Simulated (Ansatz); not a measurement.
# Yb2Ti: the cost of one run

Method: DFT PBE, scalar-relativistic, plane waves, PAW, in Ansatz 0.2.0.

## 1. The starting structure

Symmetry: Pn-3m, No. 224, cubic system. The conventional cell has a = 5.035 Å, b = 5.035 Å, c = 5.035 Å, α = 90.00°, β = 90.00°, γ = 90.00°. Yb (site symmetry -3m) is surrounded by 2 Ti at 2.18 Å. Ti (site symmetry -43m) has 4 Yb at 2.18 Å in its first shell of neighbours.

Structure file:

```
Yb Ti
1.0
     5.03482    0.00000    0.00000
     0.00000    5.03482    0.00000
     0.00000    0.00000    5.03482
Yb Ti
4 2
Direct
  0.25000 0.75000 0.25000
  0.75000 0.25000 0.25000
  0.25000 0.25000 0.75000
  0.75000 0.75000 0.75000
  0.00000 0.00000 0.00000
  0.50000 0.50000 0.50000
```

Recipe of the guess: species swapped into a database cell of Ti2H (Pn-3m, No. 224), with Yb on the Ti sites and Ti on the H sites. Lengths come from tabulated atomic sizes and are only a guess.

## 2. A first look at the guess

The input, input.yaml:

```yaml
crystal:
  lattice:
    - [5.03482083, 0.0, 0.0]
    - [0.0, 5.03482083, 0.0]
    - [0.0, 0.0, 5.03482083]
  atoms:
    - { symbol: Yb, position: [0.25, 0.75, 0.25] }
    - { symbol: Yb, position: [0.75, 0.25, 0.25] }
    - { symbol: Yb, position: [0.25, 0.25, 0.75] }
    - { symbol: Yb, position: [0.75, 0.75, 0.75] }
    - { symbol: Ti, position: [0.0, 0.0, 0.0] }
    - { symbol: Ti, position: [0.5, 0.5, 0.5] }
basis:
  ecutwfc: 420
kpoints:
  mp_grid: { grid: [4, 4, 4] }
hamiltonian:
  xc: pbe
scf:
  occupations: { method: gaussian, width: 0.1 }
  lower_state_search: "off"
output:
  forces: true
  stress: true
  eigenvalues: true
```

Launch:

```bash
$ ansatz run input.yaml --threads 1 --pin off --max-ram 2560MiB --backend cpu --events-out ev --progress --plain --runs-dir out
```

Q: Estimate wall time and peak memory on 1 thread of Intel Xeon Platinum 8259CL at 2.50GHz (Skylake/Cascade Lake), shared host.

About 7.3 s, with a peak of 0.47 GiB.
